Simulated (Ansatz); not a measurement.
**VRe: a single-point run**

The task is a single-point run on VRe. The structure is shown as the input types it.

Program: Ansatz 0.2.0. Level of theory: DFT, r2SCAN, PAW with Ansatz's default frozen-core files, scalar-relativistic. These are calculated values, not measurements.

3 further runs of the same task are left out: 3 that didn't finish.

### Step 1. The structure to begin with

Symmetry: Cmmm, No. 65, orthorhombic system. Conventional cell: a = 3.030 Å, b = 4.373 Å, c = 4.231 Å, α = 90.00°, β = 90.00°, γ = 90.00°. V (site symmetry mmm) has 4 Re at 2.60 Å and 4 V at 2.66 Å as nearest neighbours. Around Re (site symmetry mmm) lie 4 V at 2.60 Å and 4 Re at 2.66 Å.

As a file:

```cif
data_structure
_symmetry_space_group_name_H-M 'Cmmm'
_symmetry_Int_Tables_number 65
_cell_length_a 3.0297
_cell_length_b 4.3733
_cell_length_c 4.2306
_cell_angle_alpha 90.000
_cell_angle_beta 90.000
_cell_angle_gamma 90.000
_cell_volume 56.05
loop_
_atom_site_label
_atom_site_type_symbol
_atom_site_symmetry_multiplicity
_atom_site_Wyckoff_symbol
_atom_site_fract_x
_atom_site_fract_y
_atom_site_fract_z
_atom_site_occupancy
V1 V 2 c 0.50000 0.00000 0.50000 1
Re1 Re 2 a 0.00000 0.00000 0.00000 1
```

### Step 2. Input and run

The input, input.yaml:

```yaml
crystal:
  lattice:
    - [1.51484665, -2.1866679986, 0.0]
    - [1.51484665, 2.1866679986, 0.0]
    - [0.0, 0.0, 4.2305703037]
  atoms:
    - { symbol: V, position: [0.5, 0.5, 0.5], spin: 0.05 }
    - { symbol: Re, position: [0.0, 0.0, 0.0], spin: 0.05 }
magnetization:
  spin_polarized: true
  magnetic_field: 600
kpoints:
  mp_grid: { grid: [13, 12, 9] }
scf:
  occupations: { method: fermi_dirac, width: 0.03 }
  convergence: { dr2_threshold: 1.0e-10 }
  lower_state_search: "off"
  max_iter: 50
hamiltonian:
  xc: r2scan
  pseudopotentials: { kind: paw }
output:
  forces: true
  stress: true
  eigenvalues: true
```

On the command line:

```console
$ ansatz run input.yaml --threads 1 --pin off --max-ram 3072MiB --backend cpu --events-out ev --progress --plain --runs-dir out
```

**Question.** How will this run end, and is anything wrong with its input?

This run ends as converged, with warnings (stability check not made, symmetry narrowed by mesh). Its log warns: «crystal.symmetry: narrowed to the stabiliser of the k-point mesh — unitary ops 8 → 4; excluded 4 operations that carry a point of the 13×12×9 mesh (shift [0, 0 ...»

Look at the input: kpoints.mp_grid.grid is [13, 12, 9]. The risk: uneven k-mesh. The run converged, but that does not make its result sound.

The test: set kpoints.mp_grid.grid to [13, 13, 8].
